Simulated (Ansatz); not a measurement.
# ClFGeH₄OSi: up Jacob's ladder to CCSD(T)

One table from this session's results is given with a row withheld; the runs are named, their logs left out.

Computed with Ansatz 0.2.0, Gaussian basis. Level: functionals in def2-TZVPP, the program's frozen cores in correlated methods.

Levels to be run: LDA (SPW92), PBE-D4, revPBE-D4, BLYP-D4, r2SCAN-D4, B97M-V, PBE0-D4, B3LYP-D4, r2SCANh-D4, r2SCAN0-D4, HSE06-D4, BHLYP-D4, CAM-B3LYP-D4, LC-ωPBE, ωB97X-V, ωB97M-V, B2PLYP, PBE-QIDH; CCSD(T)/def2-SVP; CCSD(T)/def2-TZVPP; MP2/def2-QZVPP; extrapolation to the limit; RPA on PBE.

### The relaxed structure

All runs share one geometry, relaxed beforehand with PBE0-D4 in a triple-zeta def2 set.

SMILES `F[SiH](Cl)[O][GeH3]`, 9 atoms, charge 0, spin multiplicity 1.

Atoms are counted from 1 here; the program's logs count them from 0.

Bond lengths: F1–Si2 1.587 Å, Si2–Cl3 2.045 Å, Si2–O4 1.600 Å, Si2–H6 1.468 Å, O4–Ge5 1.791 Å, Ge5–H7 1.531 Å, Ge5–H8 1.534 Å, Ge5–H9 1.533 Å. Angles: F1–Si2–Cl3 106.3°, F1–Si2–O4 110.7°, F1–Si2–H6 108.3°, Cl3–Si2–O4 110.7°, Cl3–Si2–H6 109.9°, O4–Si2–H6 110.8°, Si2–O4–Ge5 136.9°, O4–Ge5–H7 104.6°, O4–Ge5–H8 108.2°, O4–Ge5–H9 107.1°, H7–Ge5–H8 112.3°, H7–Ge5–H9 112.3°, H8–Ge5–H9 112.0°.

The first run:

Input file in.yaml:

```yaml
crystal:
  periodic: [false, false, false]
  atoms:
    - {symbol: F, position_ang: [-0.256834, 1.652168, 1.843735]}
    - {symbol: Si, position_ang: [0.490588, 1.385061, 0.469036]}
    - {symbol: Cl, position_ang: [-0.680304, 2.208219, -0.992186]}
    - {symbol: O, position_ang: [0.679727, -0.184966, 0.224245]}
    - {symbol: Ge, position_ang: [-0.309987, -1.538762, -0.404731]}
    - {symbol: H, position_ang: [1.789539, 2.066874, 0.510223]}
    - {symbol: H, position_ang: [0.342125, -2.795282, 0.177591]}
    - {symbol: H, position_ang: [-1.749589, -1.348280, 0.088922]}
    - {symbol: H, position_ang: [-0.216766, -1.491431, -1.933935]}
basis:
  gaussian: {orbitals: def2-TZVPP}
hamiltonian: {xc: lda}
output: {orbitals: {seedname: orbitals}}
```

Command:

```
$ ansatz run in.yaml --threads 4 --pin off --events-out ev --progress --plain --max-ram 10444MiB
```

Among the steps run: LDA; PBE-D4 (GGA); revPBE-D4 (GGA); BLYP-D4 (GGA); r2SCAN-D4 (meta-GGA); B97M-V (meta-GGA); PBE0-D4 (hybrid); B3LYP-D4 (hybrid); r2SCANh-D4 (hybrid); r2SCAN0-D4 (hybrid); HSE06-D4 (hybrid); BHLYP-D4 (hybrid); CAM-B3LYP-D4 (range-separated); LC-ωPBE (range-separated); ωB97X-V (range-separated); ωB97M-V (range-separated); B2PLYP (double hybrid); PBE-QIDH (double hybrid).

One table of the session follows, with a row left open; its other results are not shown here.

It belongs to the step «Orbital energies across the functionals». 

```
  functional  HOMO (eV)  gap (eV)
 LDA (SPW92)      -7.87      6.48
      PBE-D4      -7.72      6.64
   revPBE-D4      -7.67      6.72
     BLYP-D4      -7.59      6.62
   r2SCAN-D4      -8.11      7.37
      B97M-V      -8.24      7.34
     PBE0-D4      -9.23      9.04
    B3LYP-D4      -8.96      8.53
  r2SCANh-D4      -8.66      8.23
  r2SCAN0-D4      -9.49      9.50
    HSE06-D4      -8.83      8.26
    BHLYP-D4     -10.61     11.32
CAM-B3LYP-D4     -10.63     11.45
     LC-ωPBE     -12.02     14.09
     ωB97X-V          ?         ?
     ωB97M-V     -11.54     13.17
```

**Question.** Estimate the row for ωB97X-V.

As computed: HOMO (eV): -11.67; gap (eV): 13.56. In the column «HOMO (eV)» it lies between LC-ωPBE (-12.02) and ωB97M-V (-11.54).
